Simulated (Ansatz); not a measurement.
I need a rigid scan of one bond angle of CH₄OSiTe, SMILES [TeH]C1O[SiH2]1. Use Ansatz's Python interface. Settings (for the species named): Hartree-Fock, def2-SVP basis, multiplicity 1.

```yaml
atoms:
  - { symbol: Te, position_ang: [-1.7007, 1.2820, -0.3730] }
  - { symbol: C, position_ang: [0.1045, 0.6199, 0.4153] }
  - { symbol: O, position_ang: [-0.1204, -0.2657, 1.4239] }
  - { symbol: Si, position_ang: [0.5391, -1.1238, 0.0012] }
  - { symbol: H, position_ang: [-0.9541, 1.7192, -1.8937] }
  - { symbol: H, position_ang: [0.9784, 1.3029, 0.5928] }
  - { symbol: H, position_ang: [1.8480, -1.6376, 0.2684] }
  - { symbol: H, position_ang: [-0.6026, -1.9540, -0.4906] }
```

`bend.py`
```python
"""Bending curve of CH4OSiTe."""

import ansatz as az
from ase import Atoms

atoms = Atoms(["Te", "C", "O", "Si", "H", "H", "H", "H"], positions=[
    (-1.7007, 1.282, -0.373),
    (0.1045, 0.6199, 0.4153),
    (-0.1204, -0.2657, 1.4239),
    (0.5391, -1.1238, 0.0012),
    (-0.9541, 1.7192, -1.8937),
    (0.9784, 1.3029, 0.5928),
    (1.848, -1.6376, 0.2684),
    (-0.6026, -1.954, -0.4906),
])

# start the scan from a relaxed geometry
first = (
    az.Crystal.molecule_from_ase(atoms).calculation()
    .basis(gaussian="def2-SVP")
    .functional("hf")
    .relax(force_tolerance=0.02, max_steps=80)
)
atoms.positions = first.run(threads=1, pin="off").report["positions_ang"]

rows = []
for angle in [90, 100, 110, 120, 135, 150, 165, 179]:
    bent = atoms.copy()
    bent.set_angle(1, 0, 4, angle, indices=[4])
    calc = (
        az.Crystal.molecule_from_ase(bent).calculation()
        .basis(gaussian="def2-SVP")
        .functional("hf")
    )
    rows.append((angle, calc.run(threads=1, pin="off").report["free_energy_ev"]))
floor = min(e for _, e in rows)
for angle, e in rows:
    print(f"angle C1-Te0-H4 = {angle:3d} deg   {1000 * (e - floor):9.1f} meV")
```

```console
$ python bend.py
angle C1-Te0-H4 =  90 deg         0.0 meV
angle C1-Te0-H4 = 100 deg         7.9 meV
angle C1-Te0-H4 = 110 deg       161.7 meV
angle C1-Te0-H4 = 120 deg       447.4 meV
angle C1-Te0-H4 = 135 deg      1096.5 meV
angle C1-Te0-H4 = 150 deg      1971.6 meV
angle C1-Te0-H4 = 165 deg      2995.1 meV
angle C1-Te0-H4 = 179 deg      3735.4 meV
```

Notes:
- The scan is rigid, and the energies are electronic, in a modest basis. The zero is the lowest point of the grid, which needn't be the minimum.
- def2 sets replace the cores of elements past krypton by effective core potentials.
- Timing: 54 s on 1 thread of Arm Neoverse V1, on a shared host, peak memory 0.26 GiB.
